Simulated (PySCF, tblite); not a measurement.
**C₅H₈FGaS: geometry, infrared bands and NMR shifts**

Aim: predict the infrared bands and NMR shifts of C₅H₈FGaS (`F[C@@H]1[GaH2-][S@@+]2C=C[C@@H]1C2`).

The runs use tblite 0.8.0 and PySCF 2.14.0, with density-fitted response routines of our own; the level of theory stands in each step. All values are computed, except where a source is named. Atoms count from 0, in the outputs and in this text.

## 1. The molecule as given

16 atoms, charge 0, multiplicity 1; geometry from: force field or distance geometry start.

Bonds of the start (Å): F0–C1 1.39, C1–Ga2 2.03, Ga2–S3 2.28, S3–C4 1.77, C4–C5 1.33, C5–C6 1.45, C6–C7 1.52, C6–C1 1.53, C7–S3 1.81, C1–H8 1.07, Ga2–H9 1.57, Ga2–H10 1.58, C4–H11 1.09, C5–H12 1.09, C6–H13 1.11, C7–H14 1.08, C7–H15 1.11.

## 2. Optimising the geometry with GFN2-xTB

The job: settings as JSON, then the geometry in Å.

```
{"job": {"kind": "relax", "xc": "GFN2-xTB", "basis": "xTB"}, "charge": 0, "multiplicity": 1}
F      1.648100    -1.726600    -0.373700
C      1.025600    -0.580600    -0.863300
Ga     1.558500     0.948600     0.364100
S     -0.369400     0.701300     1.547700
C     -1.556300     1.183400     0.330100
C     -1.223600     0.498100    -0.758700
C     -0.450700    -0.696900    -0.481600
C     -0.473800    -1.024600     1.003000
H      1.205500    -0.388800    -1.900000
H      2.822000     0.621400     1.228800
H      1.564600     2.334600    -0.398400
H     -2.373000     1.889500     0.445700
H     -1.514000     0.833300    -1.753300
H     -0.903500    -1.565800    -1.005600
H      0.448000    -1.529100     1.253300
H     -1.415600    -1.488800     1.350400
```

On the command line:

```bash
> OMP_NUM_THREADS=1 python probes_run.py task.json out
```

This one command runs all jobs of the session in turn.

The log of the run:

```text
step      E/eV     max force
  0    -649.88435    3.636
  1    -650.28875    2.337
  2    -650.54873    1.116
  3    -650.68238    0.740
  4    -650.74773    0.752
  5    -650.80128    0.592
  6    -650.85758    0.524
  7    -650.91311    0.655
  8    -650.95432    0.696
  9    -650.98639    0.486
 10    -651.01247    0.364
 11    -651.03788    0.408
 12    -651.06128    0.376
 13    -651.08417    0.402
 14    -651.10682    0.370
 15    -651.12627    0.326
 16    -651.13983    0.356
 17    -651.15008    0.332
 18    -651.15990    0.269
 19    -651.16875    0.291
 20    -651.17484    0.195
 21    -651.17833    0.109
 22    -651.18032    0.107
 23    -651.18172    0.100
 24    -651.18276    0.083
 25    -651.18353    0.064
 26    -651.18421    0.065
 27    -651.18491    0.062
 28    -651.18567    0.066
 29    -651.18655    0.074
 30    -651.18750    0.064
 31    -651.18843    0.071
 32    -651.18928    0.071
 33    -651.19001    0.071
 34    -651.19059    0.052
 35    -651.19097    0.042
 36    -651.19121    0.035
 37    -651.19141    0.035
 38    -651.19162    0.039
 39    -651.19182    0.042
 40    -651.19198    0.030
 41    -651.19214    0.035
 42    -651.19232    0.036
 43    -651.19253    0.033
 44    -651.19271    0.029
 45    -651.19285    0.031
 46    -651.19300    0.030
 47    -651.19319    0.035
 48    -651.19338    0.033
 49    -651.19351    0.028
 50    -651.19361    0.030
 51    -651.19370    0.028
 52    -651.19384    0.031
 53    -651.19399    0.031
 54    -651.19412    0.025
 55    -651.19423    0.025
 56    -651.19438    0.030
 57    -651.19457    0.040
 58    -651.19480    0.039
 59    -651.19498    0.026
 60    -651.19510    0.019
 61    -651.19519    0.023
 62    -651.19528    0.023
 63    -651.19536    0.024
 64    -651.19542    0.016
 65    -651.19546    0.015
 66    -651.19551    0.016
 67    -651.19556    0.021
 68    -651.19560    0.019
 69    -651.19563    0.013
 70    -651.19566    0.012
 71    -651.19568    0.012
 72    -651.19570    0.011
 73    -651.19571    0.009
```

Wall time 0.91 s (1 thread of Arm Neoverse N1, shared host); peak memory 0.18 GiB.

Relaxation path: (not every step is listed)

```tsv
step	energy from step 0 (eV)	largest force (eV/Å)
0	0.0000	3.6361
1	-0.4044	2.3368
2	-0.6644	1.1163
3	-0.7980	0.7405
4	-0.8634	0.7516
5	-0.9169	0.5918
6	-0.9732	0.5235
7	-1.0288	0.6549
8	-1.0700	0.6956
14	-1.2225	0.3699
20	-1.2905	0.1951
26	-1.2999	0.0655
32	-1.3049	0.0709
38	-1.3073	0.0390
44	-1.3084	0.0292
50	-1.3093	0.0298
56	-1.3100	0.0302
62	-1.3109	0.0234
68	-1.3112	0.0188
69	-1.3113	0.0135
70	-1.3113	0.0116
71	-1.3113	0.0117
72	-1.3113	0.0110
73	-1.3114	0.0091
```

Close pairs (by a distance rule), those that changed most:

```tsv
bond	before (Å)	after (Å)	change (Å)
Ga2–S3	2.276	2.536	+0.260
C5–C6	1.450	1.503	+0.053
F0–C1	1.393	1.426	+0.033
C1–H8	1.070	1.096	+0.026
Ga2–H10	1.582	1.560	-0.022
C1–Ga2	2.032	2.049	+0.017
C6–H13	1.111	1.095	-0.016
Ga2–H9	1.566	1.550	-0.016
```

The end geometry stands in the next job.

## 3. Infrared spectrum with GFN2-xTB

The job: settings as JSON, then the geometry in Å.

```
{"job": {"kind": "ir", "xc": "GFN2-xTB", "basis": "xTB"}, "charge": 0, "multiplicity": 1}
F      1.835449    -1.476176    -0.585691
C      0.931338    -0.435421    -0.950533
Ga     1.647323     0.986962     0.339531
S     -0.507669     0.718169     1.648396
C     -1.382350     1.237411     0.196264
C     -1.349785     0.348426    -0.784867
C     -0.481031    -0.844289    -0.501244
C     -0.480429    -0.996855     1.015602
H      0.978291    -0.392614    -2.044267
H      2.677970     0.443458     1.361242
H      1.617579     2.514756     0.024927
H     -1.877810     2.190662     0.225289
H     -1.829559     0.482521    -1.739907
H     -0.824079    -1.763976    -0.985753
H      0.412612    -1.506149     1.382843
H     -1.375449    -1.497941     1.386758
```

The log of the run:

```text
mode    cm-1     km/mol
  1      73.3      0.41
  2     139.8      6.27
  3     182.9     14.82
  4     201.3     15.82
  5     218.0      0.78
  6     296.6     16.87
  7     381.8     29.68
  8     403.8     54.47
  9     442.4     19.35
 10     456.5      3.33
 11     496.1     95.80
 12     519.6    250.40
 13     579.9     34.03
 14     654.1      2.89
 15     694.6    302.57
 16     725.0      5.56
 17     749.3     13.60
 18     790.5     13.04
 19     825.1      0.42
 20     878.6      2.73
 21     909.9     49.49
 22     930.2      4.96
 23     995.4      6.81
 24    1043.7      5.96
 25    1060.4      1.80
 26    1095.3      1.30
 27    1123.9      6.61
 28    1195.0     10.41
 29    1202.8      1.01
 30    1236.9     10.78
 31    1251.6      3.00
 32    1274.7      5.30
 33    1433.5      5.71
 34    1634.7      6.41
 35    1663.4    217.45
 36    1727.7    469.39
 37    2904.3     32.71
 38    2931.6     30.74
 39    2971.8      1.65
 40    2981.7     15.36
 41    3104.5      2.67
 42    3132.1      2.49
```

Wall time 1.1 s (1 thread of Arm Neoverse N1, shared host); peak memory 0.18 GiB.

The strongest bands and the atoms that carry them (share of the mass-weighted mode):

```tsv
cm⁻¹	km/mol	atoms
404	54.5	H10 42 %, H9 29 %
496	95.8	C1 22 %, S3 18 %, H10 17 %, C6 10 %
520	250.4	H9 44 %, H10 30 %, C1 12 %
580	34.0	C1 29 %, S3 16 %, C6 11 %
695	302.6	H9 54 %, H10 42 %
910	49.5	C1 57 %, F0 33 %
1663	217.4	H10 86 %, H9 13 %
1728	469.4	H9 86 %, H10 13 %
```

## 4. Nuclear shieldings: PBE0/pcSseg-1

Settings changed since step 3:

```diff
@@ -1,2 +1,2 @@
-{"job": {"kind": "ir", "xc": "GFN2-xTB", "basis": "xTB"}, "charge": 0, "multiplicity": 1}
+{"job": {"kind": "nmr", "xc": "PBE0", "basis": "pcSseg-1"}, "charge": 0, "multiplicity": 1}
 F      1.835449    -1.476176    -0.585691
```

Method: GIAO PBE0/pcSseg-1 NMR shielding, non-relativistic, gas phase.

The log of the run:

```text
coarse grid: 64712 points
cycle   1  E = -2617.1225832354  dE =  5.766e-01  |g| = 1.026e+00  |ddm| = 3.907e+00
cycle   2  E = -2617.0566450984  dE =  6.594e-02  |g| = 1.241e+00  |ddm| = 1.330e+00
cycle   3  E = -2617.2158362704  dE = -1.592e-01  |g| = 1.370e-01  |ddm| = 8.840e-01
cycle   4  E = -2617.2184444961  dE = -2.608e-03  |g| = 6.509e-02  |ddm| = 1.522e-01
cycle   5  E = -2617.2191038469  dE = -6.594e-04  |g| = 1.128e-02  |ddm| = 5.442e-02
cycle   6  E = -2617.2191296112  dE = -2.576e-05  |g| = 5.268e-03  |ddm| = 1.433e-02
cycle   7  E = -2617.2191356504  dE = -6.039e-06  |g| = 1.285e-03  |ddm| = 5.541e-03
final grid: 135656 points
cycle   8  E = -2617.2190064199  dE =  6.248e-07  |g| = 2.216e-03  |ddm| = 5.145e-03
cycle   9  E = -2617.2190036645  dE =  2.755e-06  |g| = 4.053e-03  |ddm| = 6.033e-03
cycle  10  E = -2617.2190076147  dE = -3.950e-06  |g| = 2.539e-04  |ddm| = 3.764e-03
cycle  11  E = -2617.2190076310  dE = -1.634e-08  |g| = 5.375e-05  |ddm| = 3.101e-04
cycle  12  E = -2617.2190076315  dE = -4.957e-10  |g| = 7.994e-06  |ddm| = 5.183e-05
converged SCF energy = -2617.2190076315

GIAO shielding tensors (ppm)
atom      isotropic    diamagn.    paramagn.     s11        s22        s33       span
  0 F      408.238     475.840     -67.602    315.466    435.843    473.405    157.939
  1 C       89.270     246.262    -156.992     38.960     68.592    160.258    121.298
  2 Ga    1421.697    2634.897   -1213.200   1377.787   1435.123   1452.179     74.392
  3 S      516.466    1055.415    -538.948    327.711    444.894    776.793    449.082
  4 C       50.157     258.352    -208.195    -51.029     68.899    132.601    183.630
  5 C       46.546     254.128    -207.582    -55.723     51.407    143.953    199.676
  6 C      130.599     246.411    -115.812    112.264    131.554    147.977     35.713
  7 C      136.369     250.592    -114.223     91.719    152.123    165.265     73.546
  8 H       26.424      30.164      -3.740     23.083     27.005     29.183      6.100
  9 H       26.927      27.882      -0.955     20.652     22.178     37.950     17.299
 10 H       26.976      27.510      -0.534     20.086     22.673     38.168     18.082
 11 H       25.603      30.560      -4.957     23.122     25.075     28.611      5.489
 12 H       25.578      30.893      -5.315     23.297     25.426     28.010      4.713
 13 H       27.937      30.426      -2.490     24.042     25.217     34.551     10.508
 14 H       27.962      29.527      -1.566     23.666     25.957     34.262     10.597
 15 H       28.332      29.677      -1.345     21.573     26.632     36.791     15.217
```

Wall time 74 s (1 thread of Arm Neoverse N1, shared host); peak memory 0.87 GiB.

The references, computed at this level on geometries of the same kind, shield at (ppm): 1H TMS 31.72, 13C TMS 186.9, 19F CFCl3 170.9, 33S CS2 504. Their shielding less the atom's gives the shift. The references are single molecules in the gas phase, so shifts against H2O, NH3, PH3, H3PO4 or CFCl3 are not on the usual liquid scales and can be off by tens of ppm.

```tsv
atoms	environment	σ (ppm)	δ (ppm)
C5	alkene CH	46.5	140.4
C4	alkene CH	50.2	136.8
C1	sp3 CH bonded to F and Ga	89.3	97.7
C6	allylic sp3 CH	130.6	56.3
C7	sp3 CH2 bonded to S	136.4	50.6
H12	hydrogen on an alkene CH	25.58	6.14
H11	hydrogen on an alkene CH	25.60	6.11
H8	hydrogen on an sp3 CH bonded to F and Ga	26.42	5.29
H9	hydrogen on a Ga bonded to C, S, in a 5-membered ring	26.93	4.79
H10	hydrogen on a Ga bonded to C, S, in a 5-membered ring	26.98	4.74
H13	hydrogen on an allylic sp3 CH	27.94	3.78
H14	hydrogen on an sp3 CH2 bonded to S	27.96	3.76
H15	hydrogen on an sp3 CH2 bonded to S	28.33	3.38
F0	fluorine on an sp3 carbon	408.2	-237.3
Ga2	Ga bonded to C, S, 2 H, in a 5-membered ring	1422	–
S3	sulfur bonded to 2 C, Ga, in a 5-membered ring	516	-13
```

The run also stored atomic charges by several schemes (e):

```tsv
atoms	Mulliken	IAO	Hirshfeld	ESP fit
F0	-0.35	-0.34	-0.14	-0.24
C1	-0.04	-0.11	-0.06	-0.20
Ga2	0.45	0.33	0.24	0.56
S3	0.04	0.30	0.15	-0.02
C4	-0.20	-0.26	-0.05	-0.14
C5	0.00	-0.15	-0.04	-0.39
C6	-0.32	-0.12	-0.04	0.18
C7	-0.20	-0.33	-0.06	-0.19
```

Mayer bond orders: F0–C1 0.77, C1–Ga2 0.71, Ga2–S3 0.33, S3–C4 0.99, C4–C5 1.80, C5–C6 0.98, C6–C7 0.99, C6–C1 0.96, C7–S3 0.93.

Ring of atoms C1, Ga2, S3, C6, C7: NICS(0) -6.2, NICS(1) -6.1, NICS(1)zz -6.2 ppm (means of both faces; NICS(1) differs between them: -8.6 and -3.6).

The two faces differ (NICS(1)zz -11.9 and -0.4 ppm).

Ring of atoms S3, C4, C5, C6, C7: NICS(0) -6.6, NICS(1) -5.1, NICS(1)zz -9.0 ppm (means of both faces).

The two faces differ (NICS(1)zz -5.5 and -12.5 ppm).

## 5. Results

| quantity | value |
| --- | --- |
| strongest single infrared mode (GFN2-xTB) | 1728 cm⁻¹, 469 km/mol |
| zero-point energy (GFN2-xTB) | 67.9 kcal/mol |
| 13C shifts against TMS (PBE0/pcSseg-1) | 140.4, 136.8, 97.7, 56.3, 50.6 ppm |
| 1H shifts against TMS (PBE0/pcSseg-1) | 6.14, 6.11, 5.29, 4.79, 4.74, 3.78, 3.76, 3.38 ppm |
| 19F shifts against CFCl3 (PBE0/pcSseg-1) | -237.3 ppm |
| 33S shifts against CS2 (PBE0/pcSseg-1) | -13 ppm |
| shieldings of Ga (PBE0/pcSseg-1) | Ga2 1421.7 ppm |

In words: Relaxing lowered the energy by 1.311 eV in 73 steps; the close pair that moved most is Ga2–S3, from 2.276 to 2.536 Å. No mode is imaginary among the 42: a minimum at this level. The strongest single mode, at 1728 cm⁻¹, moves mainly H9. Unscaled tight-binding wavenumbers are off by several per cent, some by more. Its intensities can rank the bands wrongly. At PBE0/pcSseg-1: Shielding is most anisotropic at S3 (span 449 ppm, paramagnetic term -539 ppm). Spin-orbit coupling is left out, which matters for shieldings and couplings at and beside the heavy atoms.
